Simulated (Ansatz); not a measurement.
# C2H7BF2Ge: rotation by 180° about the C2–B4 bond

Aim: the minimum-energy path and barrier of the rotation by 180° about the C2–B4 bond. The ends are relaxed first, then joined by a nudged elastic band. SMILES of the start: C[CH]([GeH3])B(F)F.

All numbers below are computed with Ansatz 0.2.0 (RKS PBE0-D4/def2-SVP).

**1. Starting point**

Bond lengths: C1–C2 1.513 Å, C2–Ge3 1.924 Å, C2–B4 1.569 Å, B4–F5 1.418 Å, B4–F6 1.498 Å, C1–H7 1.070 Å, C1–H8 1.163 Å, C1–H9 1.137 Å, C2–H10 1.100 Å, Ge3–H11 1.546 Å, Ge3–H12 1.537 Å, Ge3–H13 1.554 Å. Angles (14 of 21 angles, heavy atoms first): C1–C2–Ge3 107.6°, C1–C2–B4 116.0°, Ge3–C2–B4 108.3°, C2–B4–F5 123.0°, C2–B4–F6 118.9°, F5–B4–F6 117.6°, C1–C2–H10 110.1°, Ge3–C2–H10 108.1°, B4–C2–H10 106.4°, C2–C1–H7 112.2°, C2–C1–H8 106.2°, C2–C1–H9 108.9°, C2–Ge3–H11 110.7°, C2–Ge3–H12 111.9°.

Coordinates:

```xyz
13

C    -0.7942   -0.6282   -1.1023
C     0.1496    0.3104   -0.3827
Ge    1.1303   -0.7255    0.9090
B    -0.5185    1.5200    0.3600
F    -0.2859    2.8709   -0.0011
F    -1.5816    1.2471    1.3793
H    -0.2727   -1.3929   -1.6390
H    -1.3683    0.0209   -1.8773
H    -1.5577   -1.0253   -0.3591
H     0.8696    0.7414   -1.0940
H     1.9075   -1.8685    0.2166
H     0.2081   -1.3253    1.9818
H     2.1344    0.2203    1.6236
```

**2. Relaxing end A**

input.yaml reads:

```yaml
crystal:
  periodic: [false, false, false]
  atoms:
    - { symbol: C, position_ang: [-0.7942, -0.6282, -1.1023] }
    - { symbol: C, position_ang: [0.1496, 0.3104, -0.3827] }
    - { symbol: Ge, position_ang: [1.1303, -0.7255, 0.909] }
    - { symbol: B, position_ang: [-0.5185, 1.52, 0.36] }
    - { symbol: F, position_ang: [-0.2859, 2.8709, -0.0011] }
    - { symbol: F, position_ang: [-1.5816, 1.2471, 1.3793] }
    - { symbol: H, position_ang: [-0.2727, -1.3929, -1.639] }
    - { symbol: H, position_ang: [-1.3683, 0.0209, -1.8773] }
    - { symbol: H, position_ang: [-1.5577, -1.0253, -0.3591] }
    - { symbol: H, position_ang: [0.8696, 0.7414, -1.094] }
    - { symbol: H, position_ang: [1.9075, -1.8685, 0.2166] }
    - { symbol: H, position_ang: [0.2081, -1.3253, 1.9818] }
    - { symbol: H, position_ang: [2.1344, 0.2203, 1.6236] }
basis:
  gaussian: { orbitals: def2-SVP }
hamiltonian:
  xc: pbe0
  dispersion: d4
relax:
  f_tol: 0.015
  max_steps: 40
output:
  orbitals: {}
```

Command:

```console
$ ansatz run input.yaml --threads 2 --pin off --max-ram 3072MiB --backend cpu --events-out ev --progress --plain --runs-dir out
```

The log of the run (excerpt; [...] marks lines left out):

```text
Warning: RAYON_NUM_THREADS=2 ignored (pool sized by the plan → 2); use --threads N
[...]
Functional definition: PBE0
[...]
1502 factors; integrals over basis functions are off by at most 2.9e-4 eV
[...]
mean field -64789.77070042 eV, -2380.9801571567 hartree, gradient 4.1e-5 eV, S^2 0.000000; 0 other end points of the search recorded, 0 dependent functions left out
[...]
reference -64789.77072966 eV, -2380.9801582309 hartree; 37, 37 occupied and 100, 100 virtual orbitals, 1502 factors
relax step   1: F+E_penalty+E_count = -64790.00648000 eV  Δ(F+E_penalty+E_count) = +0.000e0 eV  max|allowed force component| = 3.473e0 eV/Å  Δτ_max = 0.0000 Å  (27 SCF iters, accepted)
[...]
relax step   9: F+E_penalty+E_count = -64790.99274831 eV  Δ(F+E_penalty+E_count) = -5.505e-3 eV  max|allowed force component| = 1.165e-1 eV/Å  Δτ_max = 0.0479 Å  (30 SCF iters, accepted)
[...]
relax step  10: F+E_penalty+E_count = -64790.99193603 eV  Δ(F+E_penalty+E_count) = +8.123e-4 eV  max|allowed force component| = 2.471e-1 eV/Å  Δτ_max = 0.1100 Å  (30 SCF iters, rejected (line search))
[...]
1502 factors; integrals over basis functions are off by at most 3.5e-4 eV
mean field -64790.75760960 eV, -2381.0164254000 hartree, gradient 8.7e-6 eV, S^2 0.000000; 0 other end points of the search recorded, 0 dependent functions left out
[...]
reference -64790.75763942 eV, -2381.0164264957 hartree; 37, 37 occupied and 100, 100 virtual orbitals, 1502 factors
```

**3. The output, continued: end point A relaxed**

Output, continued:

```text
relax step  11: F+E_penalty+E_count = -64790.99414102 eV  Δ(F+E_penalty+E_count) = -1.393e-3 eV  max|allowed force component| = 7.063e-2 eV/Å  Δτ_max = 0.0537 Å  (29 SCF iters, accepted)
these checks for a lower state are left out or cut short: starts, cluster_reference, orbital_swaps, neighbouring_geometries, increment
1502 factors; integrals over basis functions are off by at most 3.5e-4 eV
mean field -64790.75762560 eV, -2381.0164259880 hartree, gradient 2.5e-5 eV, S^2 0.000000; 0 other end points of the search recorded, 0 dependent functions left out
the calculation of the forces begins
reference -64790.75765543 eV, -2381.0164270840 hartree; 37, 37 occupied and 100, 100 virtual orbitals, 1502 factors
relax step  12: F+E_penalty+E_count = -64790.99418312 eV  Δ(F+E_penalty+E_count) = -4.210e-5 eV  max|allowed force component| = 6.667e-2 eV/Å  Δτ_max = 0.0060 Å  (22 SCF iters, accepted)
these checks for a lower state are left out or cut short: starts, cluster_reference, orbital_swaps, neighbouring_geometries, increment
1502 factors; integrals over basis functions are off by at most 3.5e-4 eV
mean field evaluation 96: about -64790.7072 eV, gradient 1.3e-3 eV
mean field -64790.75784497 eV, -2381.0164340497 hartree, gradient 9.2e-6 eV, S^2 0.000000; 0 other end points of the search recorded, 0 dependent functions left out
the calculation of the forces begins
reference -64790.75787479 eV, -2381.0164351455 hartree; 37, 37 occupied and 100, 100 virtual orbitals, 1502 factors
relax step  13: F+E_penalty+E_count = -64790.99438899 eV  Δ(F+E_penalty+E_count) = -2.059e-4 eV  max|allowed force component| = 4.671e-2 eV/Å  Δτ_max = 0.0142 Å  (31 SCF iters, accepted)
these checks for a lower state are left out or cut short: starts, cluster_reference, orbital_swaps, neighbouring_geometries, increment
1502 factors; integrals over basis functions are off by at most 3.5e-4 eV
mean field -64790.75815070 eV, -2381.0164452851 hartree, gradient 2.2e-5 eV, S^2 0.000000; 0 other end points of the search recorded, 0 dependent functions left out
the calculation of the forces begins
reference -64790.75818053 eV, -2381.0164463812 hartree; 37, 37 occupied and 100, 100 virtual orbitals, 1502 factors
relax step  14: F+E_penalty+E_count = -64790.99470477 eV  Δ(F+E_penalty+E_count) = -3.158e-4 eV  max|allowed force component| = 2.781e-2 eV/Å  Δτ_max = 0.0121 Å  (22 SCF iters, accepted)
these checks for a lower state are left out or cut short: starts, cluster_reference, orbital_swaps, neighbouring_geometries, increment
1502 factors; integrals over basis functions are off by at most 3.5e-4 eV
mean field -64790.75857634 eV, -2381.0164609270 hartree, gradient 9.2e-6 eV, S^2 0.000000; 0 other end points of the search recorded, 0 dependent functions left out
the calculation of the forces begins
reference -64790.75860619 eV, -2381.0164620241 hartree; 37, 37 occupied and 100, 100 virtual orbitals, 1502 factors
relax step  15: F+E_penalty+E_count = -64790.99514622 eV  Δ(F+E_penalty+E_count) = -4.414e-4 eV  max|allowed force component| = 2.505e-2 eV/Å  Δτ_max = 0.0435 Å  (30 SCF iters, accepted)
these checks for a lower state are left out or cut short: starts, cluster_reference, orbital_swaps, neighbouring_geometries, increment
1502 factors; integrals over basis functions are off by at most 3.5e-4 eV
mean field -64790.75875150 eV, -2381.0164673639 hartree, gradient 9.2e-6 eV, S^2 0.000000; 0 other end points of the search recorded, 0 dependent functions left out
the calculation of the forces begins
reference -64790.75878137 eV, -2381.0164684616 hartree; 37, 37 occupied and 100, 100 virtual orbitals, 1502 factors
relax step  16: F+E_penalty+E_count = -64790.99531397 eV  Δ(F+E_penalty+E_count) = -1.678e-4 eV  max|allowed force component| = 2.296e-2 eV/Å  Δτ_max = 0.0314 Å  (30 SCF iters, accepted)
these checks for a lower state are left out or cut short: starts, cluster_reference, orbital_swaps, neighbouring_geometries, increment
1502 factors; integrals over basis functions are off by at most 3.5e-4 eV
mean field evaluation 128: about -64790.7589 eV, gradient 9.2e-6 eV
mean field -64790.75885814 eV, -2381.0164712828 hartree, gradient 9.2e-6 eV, S^2 0.000000; 0 other end points of the search recorded, 0 dependent functions left out
the calculation of the forces begins
reference -64790.75888801 eV, -2381.0164723808 hartree; 37, 37 occupied and 100, 100 virtual orbitals, 1502 factors
relax step  17: F+E_penalty+E_count = -64790.99542797 eV  Δ(F+E_penalty+E_count) = -1.140e-4 eV  max|allowed force component| = 1.630e-2 eV/Å  Δτ_max = 0.0219 Å  (31 SCF iters, accepted)
these checks for a lower state are left out or cut short: starts, cluster_reference, orbital_swaps, neighbouring_geometries, increment
1502 factors; integrals over basis functions are off by at most 3.5e-4 eV
mean field -64790.75893488 eV, -2381.0164741032 hartree, gradient 8.6e-6 eV, S^2 0.000000; 0 other end points of the search recorded, 0 dependent functions left out
the calculation of the forces begins
reference -64790.75896477 eV, -2381.0164752015 hartree; 37, 37 occupied and 100, 100 virtual orbitals, 1502 factors
relax step  18: F+E_penalty+E_count = -64790.99549429 eV  Δ(F+E_penalty+E_count) = -6.631e-5 eV  max|allowed force component| = 8.636e-3 eV/Å  Δτ_max = 0.0163 Å  (23 SCF iters, accepted)
1502 factors; integrals over basis functions are off by at most 3.5e-4 eV
mean field -64790.75893488 eV, -2381.0164741032 hartree, gradient 8.6e-6 eV, S^2 0.000000; 1 other end points of the search recorded, 0 dependent functions left out
the calculation of the forces begins
reference -64790.75896477 eV, -2381.0164752015 hartree; 37, 37 occupied and 100, 100 virtual orbitals, 1502 factors
Total energy: -64790.99552417 eV, -2381.0251685993 hartree
Atom 0 at    -0.865545    -0.634843    -1.105166 Å, force    -0.000244    -0.001693    -0.000971 eV/Å
Atom 1 at     0.087973     0.326438    -0.396266 Å, force    -0.000975     0.003436     0.005041 eV/Å
Atom 2 at     1.219663    -0.636480     0.919398 Å, force     0.006060    -0.008636     0.006106 eV/Å
Atom 3 at    -0.597403     1.491477     0.364335 Å, force     0.001012     0.001356    -0.005238 eV/Å
Atom 4 at     0.069860     2.574863     0.734860 Å, force     0.000510    -0.003043     0.001434 eV/Å
Atom 5 at    -1.874903     1.449861     0.713490 Å, force     0.001615    -0.000427    -0.000595 eV/Å
Atom 6 at    -0.330601    -1.467309    -1.588044 Å, force     0.000573     0.000262     0.000030 eV/Å
Atom 7 at    -1.446429    -0.121043    -1.887454 Å, force    -0.002205     0.000292     0.000881 eV/Å
Atom 8 at    -1.591421    -1.071855    -0.402238 Å, force     0.001349    -0.000087    -0.000835 eV/Å
Atom 9 at     0.828775     0.757377    -1.092355 Å, force    -0.001621     0.000275     0.000561 eV/Å
Atom 10 at     1.885440    -1.820896     0.193096 Å, force    -0.002500     0.007095     0.002552 eV/Å
Atom 11 at     0.339187    -1.179405     2.062064 Å, force     0.002580     0.004779    -0.005319 eV/Å
Atom 12 at     2.296004     0.297115     1.499081 Å, force    -0.006153    -0.003610    -0.003647 eV/Å
Dipole moment:     0.125274    -0.241141    -0.234541 e Å
```

Wall time 1.8 min (2 threads of Arm Neoverse V1, shared host); peak memory 0.42 GiB.

The steps of the relaxation:

```csv
step,energy from step 1 (eV),largest force component (eV/Å)
1,0.0000,3.4734
2,-0.4095,4.0156
3,-0.5683,2.9171
4,-0.9234,0.6175
5,-0.9444,0.3577
6,-0.9650,0.2371
7,-0.9753,0.3368
8,-0.9808,0.2547
9,-0.9863,0.1165
10x,-0.9855,0.2471
11,-0.9877,0.0706
12,-0.9877,0.0667
13,-0.9879,0.0467
14,-0.9882,0.0278
15,-0.9887,0.0251
16,-0.9888,0.0230
17,-0.9889,0.0163
18,-0.9890,0.0086
```

Step 1 is the start. 1 step was tried and not accepted (marked x).

After: Bond lengths: C1–C2 1.528 Å, C2–Ge3 1.985 Å, C2–B4 1.551 Å, B4–F5 1.325 Å, B4–F6 1.325 Å, C1–H7 1.101 Å, C1–H8 1.102 Å, C1–H9 1.101 Å, C2–H10 1.104 Å, Ge3–H11 1.541 Å, Ge3–H12 1.541 Å, Ge3–H13 1.538 Å. Angles (14 of 21 angles, heavy atoms first): C1–C2–Ge3 111.0°, C1–C2–B4 115.1°, Ge3–C2–B4 106.9°, C2–B4–F5 121.9°, C2–B4–F6 122.1°, F5–B4–F6 115.9°, C1–C2–H10 111.8°, Ge3–C2–H10 103.0°, B4–C2–H10 108.2°, C2–C1–H7 112.1°, C2–C1–H8 111.4°, C2–C1–H9 111.4°, C2–Ge3–H11 107.9°, C2–Ge3–H12 109.7°.

(Part 1 of 3 ends here.)
